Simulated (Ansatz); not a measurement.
Run this with Ansatz 0.2.0, Python API and show what comes out.

Contents of `brgeh5osi.xyz`:
```text
9

Ge   -1.28420    0.46990   -0.38660
O     0.22990   -0.12130   -1.14270
Si    1.34390   -0.34880    0.14920
Br    0.90780   -2.28910    1.21850
H    -1.81710   -0.56930    0.63380
H    -2.35420    0.67690   -1.48840
H    -1.03190    1.82610    0.32210
H     1.30220    0.77520    1.09980
H     2.70350   -0.41970   -0.40570
```

The script, `bde_brgeh5osi.py`:
```python
# -*- coding: utf-8 -*-
'''X-H bond energies and deprotonation of BrGeH5OSi without relaxation.'''

from dataclasses import dataclass

import ansatz as az


@dataclass(frozen=True)
class RunConfig:
    basis: str = '6-31G*'
    functional: str = 'b3lyp'
    vdw: str = 'd3bj'


opts = RunConfig()


def energy_of(molecule, charge=0, unpaired=0):
    calc = (
        molecule.calculation()
        .basis(gaussian=opts.basis)
        .functional(opts.functional, dispersion=opts.vdw)
        .scf(lower_state_search='off')
    )
    if charge:
        calc = calc.charge(charge)
    if unpaired:
        calc = calc.spin('collinear', total=unpaired)
    report = calc.run(threads=1).report
    if report['published_state_doubts']:
        print('  doubts:', report['published_state_doubts'])
    return report['free_energy_ev']

def without(molecule, index):
    rest = az.Crystal.molecule()
    for i, site in enumerate(molecule.cartesian_sites):
        if i != index:
            rest = rest.atom(site.symbol, site.position_ang)
    return rest

molecule = az.Crystal.molecule_from_extxyz('brgeh5osi.xyz')

whole = energy_of(molecule, 0)
hydrogen = energy_of(az.Crystal.molecule().atom('H', (0, 0, 0)), 0, 1)
print(f'E(molecule) = {whole:.5f} eV, E(H) = {hydrogen:.5f} eV')
for index in [6, 8]:
    radical = energy_of(without(molecule, index), 0, 1)
    print(f'H{index}: homolysis {23.060548 * (radical + hydrogen - whole):.1f} kcal/mol')
    anion = energy_of(without(molecule, index), -1)
    print(f'H{index}: loss of a proton {23.060548 * (anion - whole):.1f} kcal/mol')
```

Output of `python bde_brgeh5osi.py`:
```text
E(molecule) = -136559.51729 eV, E(H) = -13.61312 eV
H6: homolysis 86.6 kcal/mol
H6: loss of a proton 373.8 kcal/mol
H8: homolysis 94.8 kcal/mol
H8: loss of a proton 384.2 kcal/mol
```

The settings weren't tested for convergence. The geometry is a force-field or estimated start, not a minimum of this method, and the basis set is short of its limit. All parts are taken at fixed geometry, without zero-point energy. b3lyp holds the VWN-RPA fit, as in Gaussian; the form of ORCA and Turbomole is b3lyp5. The spin-orbit lowering of heavy atoms is left out. Anions want diffuse functions, which this basis lacks. Hardware and time: 25 s on 1 thread of Intel(R) Xeon(R) 6975P-C (Granite Rapids), on a shared host, peak memory 0.36 GiB.

(A comment or docstring line of the script was reworded after the run, the code is as it ran; lines on the test bed's own set-up are left out of the output.)
